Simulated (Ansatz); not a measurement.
**In7Sb7 zinc blende off sphere (In7Sb7H20): a short trajectory**

What does In7Sb7 zinc blende off sphere (In7Sb7H20) do in its first 25 fs with a Nosé-Hoover thermostat, with the temperature set to 1000 K?

Program: Ansatz 0.2.0, Gaussian basis. Level of theory: revPBE/def2-SVP with D4 dispersion. These are calculated values, not measurements.

6 further runs of the same task are left out: 2 that didn't finish, 4 set aside as unsound or not needed.

## 1. The relaxed structure

The geometry comes from an earlier relaxation with PBE-D4/def2-SVP; it is a stationary point, not always the lowest conformer. In, Sb take the def2 core potential; no spin-orbit term is included.

34 atoms, charge 0, spin multiplicity 1.

Atoms are counted from 1 here; the program's logs count them from 0.

Bond lengths: In1–Sb9 2.956 Å, In1–Sb10 2.876 Å, In1–H15 1.740 Å, In1–H16 1.740 Å, In2–Sb8 2.865 Å, In2–Sb11 2.866 Å, In2–Sb12 2.866 Å, In2–H17 1.734 Å, In3–Sb9 2.831 Å, In3–Sb11 2.945 Å, In3–Sb13 2.830 Å, In3–H18 1.743 Å, In4–Sb8 2.946 Å, In4–Sb9 2.831 Å, In4–Sb14 2.831 Å, In4–H19 1.743 Å, In5–Sb10 2.876 Å, In5–Sb14 2.957 Å and more. Angles: Sb9–In1–Sb10 93.7°, Sb9–In1–H15 103.2°, Sb9–In1–H16 103.2°, Sb10–In1–H15 110.7°, Sb10–In1–H16 110.6°, H15–In1–H16 128.6°, Sb8–In2–Sb11 95.9°, Sb8–In2–Sb12 95.8°, Sb8–In2–H17 121.2°, Sb11–In2–Sb12 95.7°, Sb11–In2–H17 121.0°, Sb12–In2–H17 121.0°, Sb9–In3–Sb11 106.2°, Sb9–In3–Sb13 104.1°, Sb9–In3–H18 118.2°, Sb11–In3–Sb13 106.1°, Sb11–In3–H18 102.8°, Sb13–In3–H18 118.3° and more.

## 2. Dynamics

File in.yaml:

```yaml
crystal:
  periodic: [false, false, false]
  atoms:
    - {symbol: In, position_ang: [0.907480, -4.391009, 0.905697]}
    - {symbol: In, position_ang: [-2.719978, 2.719210, -2.720295]}
    - {symbol: In, position_ang: [0.946461, -0.952414, -2.423876]}
    - {symbol: In, position_ang: [-2.426390, -0.949494, 0.947825]}
    - {symbol: In, position_ang: [0.913784, -0.915038, 4.385585]}
    - {symbol: In, position_ang: [0.948733, 2.417781, 0.949439]}
    - {symbol: In, position_ang: [4.392359, -0.909794, 0.902164]}
    - {symbol: Sb, position_ang: [-3.874093, 0.867201, -0.863214]}
    - {symbol: Sb, position_ang: [-0.686571, -2.474155, -0.683255]}
    - {symbol: Sb, position_ang: [2.328433, -2.327406, 2.317795]}
    - {symbol: Sb, position_ang: [-0.862560, 0.864972, -3.871644]}
    - {symbol: Sb, position_ang: [-0.861573, 3.868438, -0.865245]}
    - {symbol: Sb, position_ang: [2.471640, 0.679690, -0.685551]}
    - {symbol: Sb, position_ang: [-0.682487, 0.677265, 2.472870]}
    - {symbol: H, position_ang: [1.931553, -5.139055, -0.286244]}
    - {symbol: H, position_ang: [-0.278815, -5.135498, 1.938820]}
    - {symbol: H, position_ang: [-3.716618, 3.722584, -3.722984]}
    - {symbol: H, position_ang: [1.772094, -1.783250, -3.715121]}
    - {symbol: H, position_ang: [-3.720245, -1.774422, 1.775275]}
    - {symbol: H, position_ang: [-0.273828, -1.945606, 5.131630]}
    - {symbol: H, position_ang: [1.940085, 0.275546, 5.132611]}
    - {symbol: H, position_ang: [1.777867, 3.709251, 1.776532]}
    - {symbol: H, position_ang: [5.139162, -1.936789, -0.287880]}
    - {symbol: H, position_ang: [5.137136, 0.280050, 1.930963]}
    - {symbol: H, position_ang: [-5.048905, -0.005040, -1.771692]}
    - {symbol: H, position_ang: [-5.036319, 1.784806, 0.016453]}
    - {symbol: H, position_ang: [-1.763271, -3.280841, -1.761319]}
    - {symbol: H, position_ang: [3.324168, -3.325375, 3.311596]}
    - {symbol: H, position_ang: [-1.768288, -0.004420, -5.050514]}
    - {symbol: H, position_ang: [0.021698, 1.783588, -5.029502]}
    - {symbol: H, position_ang: [0.020814, 5.029693, -1.781267]}
    - {symbol: H, position_ang: [-1.768055, 5.043801, 0.008334]}
    - {symbol: H, position_ang: [3.274274, 1.758580, -1.764440]}
    - {symbol: H, position_ang: [-1.757043, 1.755750, 3.281854]}
basis:
  gaussian: {orbitals: def2-SVP, fitting: {mean_field: def2-universal-jkfit}}
hamiltonian: {xc: {name: revPBE}, dispersion: d4}
md: {timestep: 1 fs, n_steps: 25, ensemble: nvt_nose_hoover, temperature: 1000, initial_velocities: maxwell_boltzmann, seed: 495}
scf: {omitted_lower_state_checks: [starts]}
```

Run with:

```console
$ ansatz run in.yaml --threads 2 --pin off --events-out ev --progress --plain --max-ram 32768MiB --backend cuda --devices 0, --max-vram 18GiB
```

Output, cut to the lines that bear on the results:

```text
Functional definition: revPBE
  name "revPBE"
  cite "Zhang & Yang, Phys. Rev. Lett. 80, 890 (1998) doi:10.1103/PhysRevLett.80.890"
  cite "Perdew, Burke & Ernzerhof, Phys. Rev. Lett. 77, 3865 (1996) doi:10.1103/PhysRevLett.77.3865"
[...]
3412 factors; integrals over basis functions are off by at most 3.5e-1 eV
[...]
mean field -82327.66317862 eV, -3025.4858181201 hartree, gradient 7.7e-5 eV, S^2 0.000000; 0 other end points of the search recorded, 0 dependent functions left out
[...]
reference -82327.66333704 eV, -3025.4858239418 hartree; 164, 164 occupied and 300, 300 virtual orbitals, 3412 factors
md step     0: t =     0.00 fs  T =  1000.0 K  F+E_penalty+E_count = -82331.71135473 eV  E_kin = 4.136320 eV  conserved = -82327.57503476 eV  (27 SCF iters)
[...]
md step     6: t =     6.00 fs  T =   769.3 K  F+E_penalty+E_count = -82330.74049054 eV  E_kin = 3.182178 eV  conserved = -82327.55958537 eV  (28 SCF iters, 5 dispersion substeps)
[...]
md step    12: t =    12.00 fs  T =   588.3 K  F+E_penalty+E_count = -82329.98287537 eV  E_kin = 2.433412 eV  conserved = -82327.55672007 eV  (29 SCF iters, 5 dispersion substeps)
[...]
md step    18: t =    18.00 fs  T =   622.0 K  F+E_penalty+E_count = -82330.12549212 eV  E_kin = 2.572918 eV  conserved = -82327.57058334 eV  (28 SCF iters, 5 dispersion substeps)
[...]
Atom 18 at    -3.603632    -1.992430     1.855219 Å, force    -0.011584     0.178762    -0.059109 eV/Å
Atom 19 at    -0.160835    -2.107376     5.407923 Å, force     0.265970     0.434654    -0.396875 eV/Å
Atom 20 at     1.833494     0.371253     5.068391 Å, force     0.196070     0.098336     0.133699 eV/Å
Atom 21 at     1.898130     3.631803     1.333699 Å, force    -0.005470     0.165004     0.311508 eV/Å
Atom 22 at     4.765477    -1.882983    -0.400964 Å, force     0.557218    -0.800435    -0.873853 eV/Å
Atom 23 at     5.243715     0.126464     2.022962 Å, force    -0.184341    -0.279426    -0.239580 eV/Å
Atom 24 at    -5.210203    -0.041617    -1.255728 Å, force    -0.499737    -0.149200    -0.359278 eV/Å
Atom 25 at    -4.736710     2.120868    -0.043715 Å, force    -0.005444    -0.167665     0.112740 eV/Å
Atom 26 at    -1.477864    -3.198808    -1.938576 Å, force    -0.119000    -0.032857     0.179811 eV/Å
Atom 27 at     3.674496    -2.724539     3.195120 Å, force    -0.142426    -0.455268     0.110297 eV/Å
Atom 28 at    -1.624900    -0.600987    -4.405120 Å, force    -0.050252     0.701523     0.150725 eV/Å
Atom 29 at    -0.096924     1.079026    -5.379603 Å, force    -0.036670     0.301461    -0.168260 eV/Å
Atom 30 at     0.057564     4.598056    -2.075121 Å, force     0.170466     0.009516    -0.008534 eV/Å
Atom 31 at    -1.671334     5.175086    -0.400932 Å, force    -0.018530     0.073788     0.182564 eV/Å
Atom 32 at     2.924600     1.877640    -1.765856 Å, force     0.356557     0.550737    -0.458634 eV/Å
Atom 33 at    -1.883743     1.943114     3.368718 Å, force     1.111190    -1.036383    -0.877095 eV/Å
Dipole moment:    -0.999178     0.886233    -0.767922 e Å
Checks for a lower state left out: starts
```

Wall time 3 min (1 × H100 (card shared with other runs) with 2 threads of AMD EPYC 7R13, shared host); peak host memory 1.1 GiB.

## 3. The trajectory

One row in 2; energies are counted from the first frame:

| time (fs) | T (K) | potential (meV) | conserved (meV) | Sb14–H34 (Å) |
| --- | --- | --- | --- | --- |
| 0.0 | 1000 | 0.0 | 0.00 | 1.724 |
| 2.0 | 888 | 479.4 | 14.28 | 1.854 |
| 4.0 | 744 | 1090.3 | 31.85 | 1.936 |
| 6.0 | 769 | 970.9 | 15.45 | 1.953 |
| 8.0 | 793 | 871.3 | 10.98 | 1.901 |
| 10.0 | 718 | 1184.9 | 14.94 | 1.791 |
| 12.0 | 588 | 1728.5 | 18.32 | 1.656 |
| 14.0 | 481 | 2184.6 | 29.06 | 1.563 |
| 16.0 | 525 | 1999.4 | 21.57 | 1.581 |
| 18.0 | 622 | 1585.9 | 4.45 | 1.696 |
| 20.0 | 562 | 1847.8 | 11.37 | 1.830 |
| 22.0 | 445 | 2355.8 | 30.71 | 1.927 |
| 24.0 | 490 | 2162.9 | 19.01 | 1.962 |

Positions (Å) and forces (eV/Å) at 25.0 fs:

```xyz
34

In    1.021   -4.392    0.964   -0.958   -0.742   -0.574
In   -2.795    2.766   -2.759    0.869   -0.910    0.433
In    0.914   -0.920   -2.370    1.501   -0.024   -1.253
In   -2.530   -0.919    0.976    0.599   -0.132   -0.055
In    0.859   -0.932    4.497   -0.212   -0.514   -0.364
In    0.892    2.270    0.963    1.206    0.671   -0.958
In    4.396   -0.937    0.894    0.021    1.131    0.675
Sb   -3.851    0.871   -0.855    0.233    0.388    0.197
Sb   -0.616   -2.325   -0.718   -0.823   -0.760    0.989
Sb    2.312   -2.320    2.207   -0.069    1.055    1.127
Sb   -0.831    0.891   -3.842   -0.258   -0.944   -0.219
Sb   -0.843    3.751   -0.883   -0.232   -0.066   -0.329
Sb    2.511    0.629   -0.730   -0.397    0.091    0.792
Sb   -0.658    0.740    2.438   -2.165   -0.210    1.952
H     1.798   -4.916   -0.523    0.082   -0.121    0.200
H    -0.363   -5.219    1.800    0.594    0.311   -0.204
H    -3.781    4.015   -3.197   -0.770    0.714   -0.630
H     2.051   -1.797   -3.578   -0.805    0.470    0.479
H    -3.604   -1.992    1.855   -0.012    0.179   -0.059
H    -0.161   -2.107    5.408    0.266    0.435   -0.397
H     1.833    0.371    5.068    0.196    0.098    0.134
H     1.898    3.632    1.334   -0.005    0.165    0.312
H     4.765   -1.883   -0.401    0.557   -0.800   -0.874
H     5.244    0.126    2.023   -0.184   -0.279   -0.240
H    -5.210   -0.042   -1.256   -0.500   -0.149   -0.359
H    -4.737    2.121   -0.044   -0.005   -0.168    0.113
H    -1.478   -3.199   -1.939   -0.119   -0.033    0.180
H     3.674   -2.725    3.195   -0.142   -0.455    0.110
H    -1.625   -0.601   -4.405   -0.050    0.702    0.151
H    -0.097    1.079   -5.380   -0.037    0.301   -0.168
H     0.058    4.598   -2.075    0.170    0.010   -0.009
H    -1.671    5.175   -0.401   -0.019    0.074    0.183
H     2.925    1.878   -1.766    0.357    0.551   -0.459
H    -1.884    1.943    3.369    1.111   -1.036   -0.877
```

## 4. What came out

| quantity | value |
| --- | --- |
| length | 25 steps of 1.0 fs |
| temperature, first and last frame | 1000, 543 K |
| temperature, second half | mean 524 K, from 445 to 622 K |
| swing of the potential | 2356 meV |
| largest change of the conserved energy | 31.85 meV |
| range of Sb14–H34 | 1.557 to 1.962 Å |

From 1000 K at the start the temperature swings between 445 and 1000 K: with 34 atoms it has no steady value yet; starting near a minimum, about half of the kinetic energy flows into the potential. The conserved energy moves by 31.85 meV, 1.4 % of the potential's swing, so the step is short enough for this stretch. Sb14–H34 swings as far as any bond, by 0.41 Å; no bond breaks. A run of 25 fs gives no averages.
